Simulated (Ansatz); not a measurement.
# Si5Se: the cost of one run

Computed with Ansatz 0.2.0 (DFT PBE, scalar-relativistic, plane waves, PAW, unless a step's input says otherwise).

1 further run of the same task is left out (it didn't finish).

### 1 The system as given

The structure is hexagonal, space group P6/mmm (No. 191). Conventional cell: a = 5.318 Å, b = 5.318 Å, c = 4.248 Å, α = 90.00°, β = 90.00°, γ = 120.00°. Around Si (site symmetry mmm) lie 8 Si at 2.62 to 2.66 Å. Around Si (site symmetry -6m2) lie 6 Si at 2.62 Å. Around Se (site symmetry 6/mmm) lie 18 Si at 3.07 to 3.40 Å.

Coordinates:

```cif
data_structure
_symmetry_space_group_name_H-M 'P6/mmm'
_symmetry_Int_Tables_number 191
_cell_length_a 5.3185
_cell_length_b 5.3185
_cell_length_c 4.2477
_cell_angle_alpha 90.000
_cell_angle_beta 90.000
_cell_angle_gamma 120.000
_cell_volume 104.05
loop_
_atom_site_label
_atom_site_type_symbol
_atom_site_symmetry_multiplicity
_atom_site_Wyckoff_symbol
_atom_site_fract_x
_atom_site_fract_y
_atom_site_fract_z
_atom_site_occupancy
Si1 Si 3 g 0.00000 0.50000 0.50000 1
Si2 Si 2 c 0.33333 0.66667 0.00000 1
Se1 Se 1 a 0.00000 0.00000 0.00000 1
```

A structure generator made this guess: species swapped into a database cell of DyZn5 (P6/mmm, No. 191), with Se on the Dy sites and Si on the Zn sites. Its size is a rough estimate.

### 2 A first look at the guess

The input, input.yaml:

```yaml
crystal:
  lattice:
    - [5.31848491, 0.0, 0.0]
    - [-2.65924246, 4.60594304, 0.0]
    - [0.0, 0.0, 4.2476732]
  atoms:
    - { symbol: Si, position: [0.0, 0.5, 0.5] }
    - { symbol: Si, position: [0.33333333, 0.66666667, 0.0] }
    - { symbol: Si, position: [0.66666667, 0.33333333, 0.0] }
    - { symbol: Si, position: [0.5, 0.0, 0.5] }
    - { symbol: Si, position: [0.5, 0.5, 0.5] }
    - { symbol: Se, position: [0.0, 0.0, 0.0] }
basis:
  ecutwfc: 420
kpoints:
  mp_grid: { grid: [6, 6, 4] }
hamiltonian:
  xc: pbe
scf:
  occupations: { method: gaussian, width: 0.1 }
  lower_state_search: "off"
output:
  forces: true
  stress: true
  eigenvalues: true
```

Launch:

```sh
> ansatz run input.yaml --threads 1 --pin off --max-ram 2560MiB --backend cpu --events-out ev --progress --plain --runs-dir out
```

Q: Estimate wall time and peak memory on 1 thread of Arm Neoverse V2, shared host.

About 3.5 s, with a peak of 0.35 GiB.
